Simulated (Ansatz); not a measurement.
# CO: the cost of one run

Computed with Ansatz 0.2.0 (DFT PBE+D3(BJ), scalar-relativistic, plane waves, PAW, unless a step's input says otherwise).

**1. The starting structure**

It takes space group P2_13 (No. 198, cubic). Conventional cell: a = 5.630 Å, b = 5.630 Å, c = 5.630 Å, α = 90.00°, β = 90.00°, γ = 90.00°. C (site symmetry 3) is surrounded by 1 O at 1.06 Å. Around O (site symmetry 3) lie 1 C at 1.06 Å.

Structure file:

```
CELL_PARAMETERS angstrom
5.63000 0.00000 0.00000
0.00000 5.63000 0.00000
0.00000 0.00000 5.63000
ATOMIC_POSITIONS crystal
C 0.95800 0.95800 0.95800
C 0.54200 0.04200 0.45800
C 0.45800 0.54200 0.04200
C 0.04200 0.45800 0.54200
O 0.06700 0.06700 0.06700
O 0.43300 0.93300 0.56700
O 0.56700 0.43300 0.93300
O 0.93300 0.56700 0.43300
```

The structure comes from the Crystallography Open Database.

**2. A first look at the start**

The input, input.yaml:

```yaml
crystal:
  lattice:
    - [5.63, 0.0, 0.0]
    - [0.0, 5.63, 0.0]
    - [0.0, 0.0, 5.63]
  atoms:
    - { symbol: C, position: [0.958, 0.958, 0.958] }
    - { symbol: C, position: [0.542, 0.042, 0.458] }
    - { symbol: C, position: [0.458, 0.542, 0.042] }
    - { symbol: C, position: [0.042, 0.458, 0.542] }
    - { symbol: O, position: [0.067, 0.067, 0.067] }
    - { symbol: O, position: [0.433, 0.933, 0.567] }
    - { symbol: O, position: [0.567, 0.433, 0.933] }
    - { symbol: O, position: [0.933, 0.567, 0.433] }
basis:
  ecutwfc: 420
kpoints:
  mp_grid: { grid: [4, 4, 4] }
hamiltonian:
  xc: pbe
  dispersion: d3bj
scf:
  occupations: { method: gaussian, width: 0.1 }
output:
  forces: true
  stress: true
  eigenvalues: true
```

On the command line:

```console
> ansatz run input.yaml --threads 4 --pin off --max-ram 5120MiB --backend cpu --events-out ev --progress --plain --runs-dir out
```

**Question.** How long does this run take on 4 threads of an x86-64 CPU, shared host, and how much memory does it need?

About 1.2 s, with a peak of 0.46 GiB.
